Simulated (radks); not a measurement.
# C⁺ in [He] 2s1 2p2: an all-electron calculation

The task here is to estimate one member of a computed series from the others.

The numbers are computed with radks (a radial shooting solver on a logarithmic mesh, Libxc functionals) version 1 (Dirac Kohn-Sham, PBEsol, spin-unpolarised, spherical densities, finite nucleus; open shells fill j = l - 1/2 first), except any that are marked as measured or tabulated.

### The system

```
element            : carbon (Z = 6)
charge             : +1
electrons          : 5
configuration      : [He] 2s1 2p2
nuclear rms radius : 2.4702 fm
```

The first run:

Input:

```text
Z 6
configuration [He] 2s1 2p2
relativity Dirac
functional pbe_sol,pbe_sol
spin unpolarised
j_filling energy
nucleus finite rms 2.4702 fm
c 137.035999084
```

Run with:

```console
$ python run_ks.py task.json out
```

This one command runs every case of the session in turn.

Among the steps run: Self-consistent calculation.

One table of the session follows, with a row left open; its other results are not shown here.

It belongs to the step «Orbitals and density». Sizes of the orbitals, from the radial functions (bohr):

| level | <r> | outermost maximum (interpolated) | 90 % within |
| --- | --- | --- | --- |
| 1s1/2 | 0.2710 | 0.174 | 0.487 |
| 2s1/2 | 1.469 | 1.18 | 2.31 |
| 2p1/2 | ? | ? | ? |
| 2p3/2 | 1.511 | 1.12 | 2.52 |

Estimate the missing values for 2p1/2.

The run gave: <r>: 1.510; outermost maximum (interpolated): 1.11; 90 % within: 2.52. In the column «<r>» it lies between 2s1/2 (1.469) and 2p3/2 (1.511).
